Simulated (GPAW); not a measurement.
**AlNH2Cl2 (SMILES [NH2][Al]([Cl])[Cl]) at PBE/real-space grid (scalar-relativistic datasets)**

Wanted: ionisation energies of AlNH2Cl2. 

The calculation is run with GPAW 26.7.0.

6 further runs of the same task are left out: 3 that didn't finish, 3 set aside as unsound or not needed.

### Step 1. The system as given

AlNH2Cl2: 6 atoms, total charge 0, spin state singlet. SMILES: `[NH2][Al]([Cl])[Cl]`. The shape comes from GFN2-xTB, which is rough for such elements, and wasn't checked as a minimum.

Bond lengths: Al1–Cl2 2.028 Å, Al1–Cl3 2.027 Å, Al1–N4 1.775 Å, N4–H5 1.010 Å, N4–H6 1.010 Å. Angles: Cl2–Al1–Cl3 121.5°, Cl2–Al1–N4 119.1°, Cl3–Al1–N4 119.4°, Al1–N4–H5 125.8°, Al1–N4–H6 125.0°, H5–N4–H6 109.2°.

### Step 2. Ionisation energies at PBE/real-space grid (scalar-relativistic datasets)

File molecule.xyz:

```xyz
6

Al     0.371300     0.654110     0.005550
Cl     2.377220     0.641560     0.301140
Cl    -0.647950     2.385000    -0.268820
N     -0.509120    -0.887100    -0.010840
H     -1.504150    -0.997760    -0.142990
H     -0.087300    -1.795820     0.115960
```

File molecule_ipea.py:

```python
from ase.io import read
from gpaw import GPAW

# Structure
system = read('molecule.xyz')
system.center(vacuum=4.5)

energies = {}
for name, charge, unpaired in [('neutral', 0, 0), ('oxidised', 1, 1)]:
    system.set_initial_magnetic_moments([unpaired / len(system)] * len(system))
    calculator = GPAW(mode='fd',
                      h=0.18,
                      xc='PBE',
                      charge=charge,
                      occupations={'name': 'fermi-dirac', 'width': 0.0, 'fixmagmom': unpaired > 0},
                      maxiter=100,
                      symmetry='off',
                      txt='-')
    system.calc = calculator
    energies[name] = system.get_potential_energy()
    print(f'{name:10} {energies[name]:12.5f} eV')

ip = energies['oxidised'] - energies['neutral']
print(f'Vertical IP             {ip:.3f} eV')
```

Started as:

```
$ python molecule_ipea.py > molecule_ipea.log
```

The log of the run:

```text
[...]
Number of symmetries: 1
[...]
  Number of IBZ points: 1
[...]
Spin-components: 1 (collinear spins)
Bands:           18
[...]
  Valence electrons: 24.0
[...]
  Grid points: [72 72 52]
  Charge: 0.0  # |e|
[...]
    cutoffs:
[...]
occupation numbers:
  # Zero width
[...]
xc functional:
  name: PBE with 2 nearest neighbor stencil
[...]
|iter     |     time |      energy | eigst |  dens |
[...]
|iter:   1| 00:00:02 |  -30.792999 | +0.90 |       |
[...]
Converged in 14 steps
[...]
dipole moment: (-0.196299, -0.342799, -0.003451)  # |e|*Ang
Fermi level: -3.993
[...]
|iter:  57| 00:02:55 |  -17.342253c| -7.97c| -4.74c|  +1.0000|
Converged in 57 steps
[...]
Energy contributions relative to reference atoms: (reference = -33220.023885)
Energy contributions:
  Kinetic:          29.803407
  Coulomb:         -28.891840
  Zero:              0.743963
  External:          0.000000
  Xc:              -18.997783
  Entropy:           0.000000
  Spinorbit:         0.000000
  ----------------------------
  Free energy:     -17.342253
  Extrapolated:    -17.342253
[...]
Total magnetic moment: (0.000000, 0.000000, 1.000000)
Local magnetic moments
|        x |        y |         z |
|----------|----------|-----------|
| 0.000000 | 0.000000 | -0.008063 |  # Al   0
| 0.000000 | 0.000000 |  0.067316 |  # Cl   1
| 0.000000 | 0.000000 |  0.069222 |  # Cl   2
| 0.000000 | 0.000000 |  0.244923 |  # N    3
| 0.000000 | 0.000000 | -0.004471 |  # H    4
| 0.000000 | 0.000000 | -0.004469 |  # H    5
Fermi levels: -10.005, -13.137
Eigenvalues  # (at kpt = [0.000, 0.000, 0.000])
| band index |      eig [eV] | occ [0-1] |      eig [eV] | occ [0-1] |
|------------|---------------|-----------|---------------|-----------|
|          0 |       -29.017 |     1.000 |       -28.212 |     1.000 |
|        ... |               |           |               |           |
|          4 |       -18.418 |     1.000 |       -18.151 |     1.000 |
|          5 |       -15.765 |     1.000 |       -15.659 |     1.000 |
|          6 |       -15.244 |     1.000 |       -14.788 |     1.000 |
|          7 |       -14.843 |     1.000 |       -13.954 |     1.000 |
|          8 |       -13.922 |     1.000 |       -13.643 |     1.000 |
|          9 |       -13.815 |     1.000 |       -13.359 |     1.000 |
|         10 |       -13.534 |     1.000 |       -13.145 |     1.000 |
|         11 |       -13.268 |     1.000 |       -13.129 |     0.000 |
|         12 |        -6.881 |     0.000 |        -6.796 |     0.000 |
|         13 |        -6.534 |     0.000 |        -6.378 |     0.000 |
[...]
Gap: 6.247 eV
Transition (v -> c):
  (s=1, k=0, n=11, [0.00, 0.00, 0.00]) -> (s=0, k=0, n=12, [0.00, 0.00, 0.00])
No difference between direct/indirect transitions
vacuum-level: 0.000  # V
oxidised      -17.34225 eV
Vertical IP             9.952 eV
```

It took 2.9 min on 1 thread of Arm Neoverse V2, shared host; peak memory 1 GiB.

### Step 3. What came out

Level: PBE/real-space grid (scalar-relativistic datasets).

```
               quantity    value
first ionisation energy  9.95 eV
```
